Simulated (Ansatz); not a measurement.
# C2H5BS: basis-set convergence

Aim: see how fast density functionals converge with the basis set for C2H5BS.

Method: one geometry, several basis sets; program: Ansatz 0.2.0, Gaussian basis.

Plan: PBE0-D4/def2-SVP; ωB97M-V/def2-SVP; PBE0-D4/def2-QZVPP; ωB97M-V/def2-QZVPP; the functionals' def2-TZVPP values are taken from earlier runs.

1 further run of the same task is left out (it didn't finish).

## Step 1: The geometry

All runs share one geometry, relaxed beforehand with PBE0-D4 in a triple-zeta def2 set.

SMILES `B1CSC1`, 9 atoms, charge 0, spin multiplicity 1.

Atoms are counted from 1 here; the program's logs count them from 0.

Bond lengths: B1–C2 1.570 Å, B1–C4 1.570 Å, B1–H5 1.198 Å, C2–S3 1.830 Å, C2–H6 1.094 Å, C2–H7 1.094 Å, S3–C4 1.830 Å, C4–H8 1.094 Å, C4–H9 1.094 Å. Angles: C2–B1–C4 99.5°, C2–B1–H5 130.2°, C4–B1–H5 130.2°, B1–C2–S3 89.3°, B1–C2–H6 115.6°, B1–C2–H7 115.7°, S3–C2–H6 114.0°, S3–C2–H7 113.9°, H6–C2–H7 107.7°, C2–S3–C4 81.8°, B1–C4–S3 89.3°, B1–C4–H8 115.6°, B1–C4–H9 115.7°, S3–C4–H8 114.0°, S3–C4–H9 113.9°, H8–C4–H9 107.7°.

## Step 2: PBE0-D4 in def2-SVP

Input file in.yaml:

```yaml
crystal:
  periodic: [false, false, false]
  atoms:
    - {symbol: B, position_ang: [-0.398111, 0.508221, -0.454724]}
    - {symbol: C, position_ang: [1.130607, 0.462986, -0.098004]}
    - {symbol: S, position_ang: [0.830828, -1.041577, 0.900370]}
    - {symbol: C, position_ang: [-0.888400, -0.752867, 0.342489]}
    - {symbol: H, position_ang: [-1.010114, 1.276144, -1.140216]}
    - {symbol: H, position_ang: [1.809612, 0.309103, -0.942322]}
    - {symbol: H, position_ang: [1.507683, 1.311385, 0.481264]}
    - {symbol: H, position_ang: [-1.302212, -1.564832, -0.263375]}
    - {symbol: H, position_ang: [-1.591394, -0.554862, 1.157420]}
basis:
  gaussian: {orbitals: def2-SVP}
hamiltonian: {xc: pbe0, dispersion: d4}
output: {orbitals: {seedname: orbitals}}
```

Further steps of the session: ωB97M-V in def2-SVP; PBE0-D4 in def2-QZVPP; ωB97M-V in def2-QZVPP.

Q: Predict the results of all the runs planned. Wanted: PBE0-D4: double and triple zeta above quadruple; ωB97M-V: double and triple zeta above quadruple.

As calculated:

| quantity | value |
| --- | --- |
| PBE0-D4: double and triple zeta above quadruple | 7.38, 0.50 eV |
| ωB97M-V: double and triple zeta above quadruple | 7.51, 0.47 eV |

**Reading.** PBE0-D4 gains 6.89 eV from double to triple zeta, then 0.50 eV more. Total energies overstate the basis error of differences, where much of it tends to cancel.
